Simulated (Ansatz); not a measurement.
# C₇H₉N: up Jacob's ladder to CCSD(T)

One table from this session's results is given with a row withheld; the runs are named, their logs left out.

Method: functionals in def2-TZVPP, the program's frozen cores in correlated methods; program: Ansatz 0.2.0, Gaussian basis.

Levels to be run: LDA (SPW92), PBE-D4, revPBE-D4, BLYP-D4, r2SCAN-D4, B97M-V, PBE0-D4, B3LYP-D4, r2SCANh-D4, r2SCAN0-D4, HSE06-D4, BHLYP-D4, CAM-B3LYP-D4, LC-ωPBE, ωB97X-V, ωB97M-V, B2PLYP, PBE-QIDH; CCSD(T)/def2-SVP; CCSD(T)/def2-TZVPP; MP2/def2-QZVPP; extrapolation to the limit; RPA on PBE.

**Structure used throughout**

All runs share one geometry, relaxed beforehand with PBE0-D4 in a triple-zeta def2 set.

SMILES `Cc1ccccc1N`, 17 atoms, charge 0, spin multiplicity 1.

Atoms are counted from 1 here; the program's logs count them from 0.

Bond lengths: C1–C2 1.496 Å, C1–H9 1.097 Å, C1–H10 1.090 Å, C1–H11 1.095 Å, C2–C3 1.388 Å, C2–C7 1.404 Å, C3–C4 1.387 Å, C3–H12 1.086 Å, C4–C5 1.386 Å, C4–H13 1.083 Å, C5–C6 1.384 Å, C5–H14 1.084 Å, C6–C7 1.394 Å, C6–H15 1.086 Å, C7–N8 1.388 Å, N8–H16 1.007 Å, N8–H17 1.007 Å. Angles: C2–C1–H9 111.9°, C2–C1–H10 110.9°, C2–C1–H11 111.5°, H9–C1–H10 107.2°, H9–C1–H11 107.1°, H10–C1–H11 108.0°, C1–C2–C3 121.4°, C1–C2–C7 120.0°, C3–C2–C7 118.6°, C2–C3–C4 122.0°, C2–C3–H12 118.4°, C4–C3–H12 119.6°, C3–C4–C5 119.0°, C3–C4–H13 120.4°, C5–C4–H13 120.7°, C4–C5–C6 120.2°, C4–C5–H14 120.3°, C6–C5–H14 119.5° and more.

Coordinates:

```
C     1.3284   -1.3581    0.9549
C     0.5951   -0.3275    0.1565
C     1.2610    0.5102   -0.7268
C     0.5922    1.4620   -1.4817
C    -0.7821    1.5805   -1.3478
C    -1.4693    0.7602   -0.4708
C    -0.7963   -0.1967    0.2875
N    -1.4999   -1.0556    1.1196
H     1.2445   -1.1769    2.0337
H     2.3906   -1.3574    0.7092
H     0.9384   -2.3637    0.7659
H     2.3374    0.4071   -0.8244
H     1.1381    2.1014   -2.1646
H    -1.3267    2.3175   -1.9272
H    -2.5461    0.8552   -0.3687
H    -2.4188   -0.7374    1.3798
H    -0.9865   -1.4206    1.9048
```

Set-up of the first run:

in.yaml reads:

```yaml
crystal:
  periodic: [false, false, false]
  atoms:
    - {symbol: C, position_ang: [1.328430, -1.358077, 0.954882]}
    - {symbol: C, position_ang: [0.595054, -0.327519, 0.156549]}
    - {symbol: C, position_ang: [1.261048, 0.510158, -0.726781]}
    - {symbol: C, position_ang: [0.592223, 1.461964, -1.481701]}
    - {symbol: C, position_ang: [-0.782132, 1.580522, -1.347791]}
    - {symbol: C, position_ang: [-1.469337, 0.760217, -0.470829]}
    - {symbol: C, position_ang: [-0.796264, -0.196683, 0.287458]}
    - {symbol: N, position_ang: [-1.499870, -1.055646, 1.119612]}
    - {symbol: H, position_ang: [1.244515, -1.176856, 2.033682]}
    - {symbol: H, position_ang: [2.390643, -1.357447, 0.709196]}
    - {symbol: H, position_ang: [0.938406, -2.363741, 0.765948]}
    - {symbol: H, position_ang: [2.337372, 0.407062, -0.824369]}
    - {symbol: H, position_ang: [1.138080, 2.101412, -2.164611]}
    - {symbol: H, position_ang: [-1.326749, 2.317478, -1.927231]}
    - {symbol: H, position_ang: [-2.546092, 0.855183, -0.368657]}
    - {symbol: H, position_ang: [-2.418812, -0.737358, 1.379795]}
    - {symbol: H, position_ang: [-0.986536, -1.420649, 1.904849]}
basis:
  gaussian: {orbitals: def2-TZVPP}
hamiltonian: {xc: lda}
output: {orbitals: {seedname: orbitals}}
```

On the command line:

```
$ ansatz run in.yaml --threads 2 --pin off --events-out ev --progress --plain --max-ram 32768MiB --backend cuda --devices 0, --max-vram 18GiB
```

Steps of the session up to this table: LDA; PBE-D4 (GGA); revPBE-D4 (GGA); BLYP-D4 (GGA); r2SCAN-D4 (meta-GGA); B97M-V (meta-GGA); PBE0-D4 (hybrid); B3LYP-D4 (hybrid); r2SCANh-D4 (hybrid); r2SCAN0-D4 (hybrid); HSE06-D4 (hybrid); BHLYP-D4 (hybrid); CAM-B3LYP-D4 (range-separated); LC-ωPBE (range-separated); ωB97X-V (range-separated); ωB97M-V (range-separated); B2PLYP (double hybrid); PBE-QIDH (double hybrid).

One of the session's tables, all rows but one given; the rest of the session is left out.

It belongs to the step «Orbital energies across the functionals». 

```
  functional  HOMO (eV)  gap (eV)
 LDA (SPW92)      -5.03      4.01
      PBE-D4          ?         ?
   revPBE-D4      -4.77      4.07
     BLYP-D4      -4.68      4.04
   r2SCAN-D4      -5.00      4.39
      B97M-V      -5.01      4.47
     PBE0-D4      -5.84      5.94
    B3LYP-D4      -5.64      5.55
  r2SCANh-D4      -5.38      5.10
  r2SCAN0-D4      -5.96      6.15
    HSE06-D4      -5.45      5.17
    BHLYP-D4      -6.68      7.79
CAM-B3LYP-D4      -7.04      8.20
     LC-ωPBE      -8.27     10.46
     ωB97X-V      -7.95     10.12
     ωB97M-V      -7.89      9.97
```

**Question.** Estimate the row for PBE-D4.

The run gave: HOMO (eV): -4.84; gap (eV): 4.05. In the column «HOMO (eV)» it lies between r2SCAN-D4 (-5.00) and revPBE-D4 (-4.77).
